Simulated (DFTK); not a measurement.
Wanted: the native input for a DFTK 0.8.2 run.

```
Task                         : single point
Functional                   : PBE
Potentials or basis          : dojo.nc.sr.pbe.v0_4_1.standard.upf (PBE)
Cutoff                       : 1143 eV
k mesh                       : 4 × 3 × 3
Occupations                  : gaussian, width 0.1 eV
Spin                         : no spin polarisation
Valence electrons            : H 1, N 5, O 6, Pb 14
SCF tolerance on the density : 1e-06
```

HPbNO4:

```
H Pb N O
1.0
     4.27531   -0.00040    0.00636
    -2.08399    5.20775   -0.04907
    -2.12377   -1.86574    4.91491
H Pb N O
1 1 1 4
Cartesian
  2.2338 -1.5247 4.4769
  0.1373 4.0030 0.6652
  -2.0197 1.5311 2.4473
  2.2736 4.7756 0.1022
  -1.9905 2.6889 2.9560
  2.2225 1.4102 1.1945
  -2.0163 0.5081 3.1892
```

The cell was built by a generator and needn't be a form met in nature.

The input as run:

run.jl

```julia
using DFTK
using PseudoPotentialData
using Unitful, UnitfulAtomic
using LinearAlgebra, Printf
include("save.jl")
setup_threading()

# lattice vectors are the columns
lattice = austrip(1u"Å") * [       4.27531       -2.08399       -2.12377;
                  -0.0004        5.20775       -1.86574;
                  0.00636       -0.04907        4.91491]
symbols   = [:H, :Pb, :N, :O, :O, :O, :O]
positions = [[0.99073, 0.0333, 0.90994],
             [0.50274, 0.81989, 0.14287],
             [0.00838, 0.47408, 0.50265],
             [0.99816, 0.92741, 0.02877],
             [0.19467, 0.73435, 0.60852],
             [0.81673, 0.35882, 0.24556],
             [0.01381, 0.33121, 0.65217]]
pseudopotentials = PseudoFamily("dojo.nc.sr.pbe.v0_4_1.standard.upf")
elements = Dict(s => ElementPsp(s, pseudopotentials) for s in unique(symbols))
atoms    = [elements[s] for s in symbols]

build_model(lattice, positions; symmetries=true) =
    model_DFT(lattice, atoms, positions;
              functionals=PBE(),
              temperature=austrip(0.1u"eV"),
              smearing=Smearing.Gaussian(),
              symmetries)
Ecut  = 42.0  # hartree
kgrid = [4, 3, 3]
tol   = 1e-6
to_GPa = ustrip(uconvert(u"GPa", 1u"hartree/bohr^3"))

model = build_model(lattice, positions)
basis = PlaneWaveBasis(model; Ecut, kgrid)
display(basis)
scfres = self_consistent_field(basis;
                               tol,
                               nbandsalg=AdaptiveBands(model; n_bands_converge=28))
display(scfres.energies)
@printf "Fermi level: %.6f eV\n" ustrip(auconvert(u"eV", something(scfres.εF, NaN)))
forces = compute_forces_cart(scfres)
println("Forces (eV/Å)")
for (s, f) in zip(symbols, forces)
    @printf "%-3s %12.6f %12.6f %12.6f\n" s ustrip.(auconvert.(u"eV/Å", f))...
end
stress = compute_stresses_cart(scfres)
println("Stress (GPa)")
display(round.(stress * to_GPa; digits=4))
println("Levels at the first k-point (eV): ", round.(ustrip.(auconvert.(u"eV", scfres.eigenvalues[1][1:scfres.n_bands_converge])); digits=4))
save_scf!(scfres; forces, stress)
```

Potentials or basis: dojo.nc.sr.pbe.v0_4_1.standard.upf (PBE).

The run is started by

```console
$ julia --threads=4 run.jl  # save.jl only writes the numbers to a file and isn't shown; printed stress counts tension as positive; times include loading and compiling
```

It gave:

| Property | Result |
| --- | --- |
| Pressure | 0.0 GPa |
| Largest force | 0.210 eV/Å |
| Band gap on the k mesh | 2.83 eV, indirect (least direct gap 3.15 eV) |

Caveat: the k mesh is coarse (spacing up to 0.45 Å⁻¹), so the values aren't converged; spin-orbit coupling is left out, which as a rule narrows the gap of such compounds by several tenths of an eV; an odd mesh through Γ misses points on the zone boundary, where band edges often lie.

It took 6.7 min on 4 threads of Intel(R) Xeon(R) 6975P-C (Granite Rapids), on a shared host, peak memory 4.4 GiB.
